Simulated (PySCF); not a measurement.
# Ge2H8Si: the cost of one run

The runs use PySCF 2.14.0, with density-fitted response routines of our own; the level of theory stands in each step. All values are computed, except where a source is named. Atoms are numbered from 0 throughout.

## 1. The molecule as given

11 atoms, charge 0, multiplicity 1; geometry from: GFN2-xTB. The atoms were then displaced at random by about 0.01 Å, so the start is not that level's minimum.

Bonds of the start (Å): Si0–Ge1 2.35, Ge1–Ge2 2.40, Si0–H3 1.46, Si0–H4 1.49, Si0–H5 1.47, Ge1–H6 1.52, Ge1–H7 1.51, Ge2–H8 1.48, Ge2–H9 1.52, Ge2–H10 1.49.

## 2. Relaxing the molecule at PBE0-D3(BJ)/def2-SVP

What the job is given:

```
{"job": {"xc": "PBE0", "basis": "def2-SVP", "d3": "d3bj", "grid": 1, "shake": 0.01, "kind": "geom"}, "charge": 0, "multiplicity": 1}
Si     1.985890     0.743100    -0.005950
Ge     0.225600    -0.814450    -0.106250
Ge    -2.054540    -0.089920     0.076870
H      3.298940     0.116120    -0.153050
H      1.809320     1.736970    -1.101600
H      1.923170     1.485980     1.265840
H      0.412210    -1.901030     0.936240
H      0.309420    -1.639910    -1.372660
H     -2.457100     0.895740    -0.955920
H     -2.345330     0.625690     1.380870
H     -3.069470    -1.184120     0.019950
```

On the command line:

```console
> OMP_NUM_THREADS=1 python probes_run.py task.json out
```

The driver reads the jobs from task.json and runs them one after another.

Q: Estimate the wall time and peak memory of this first job on 1 thread of Arm Neoverse N1, shared host.

About 80 s, with a peak of 0.51 GiB.
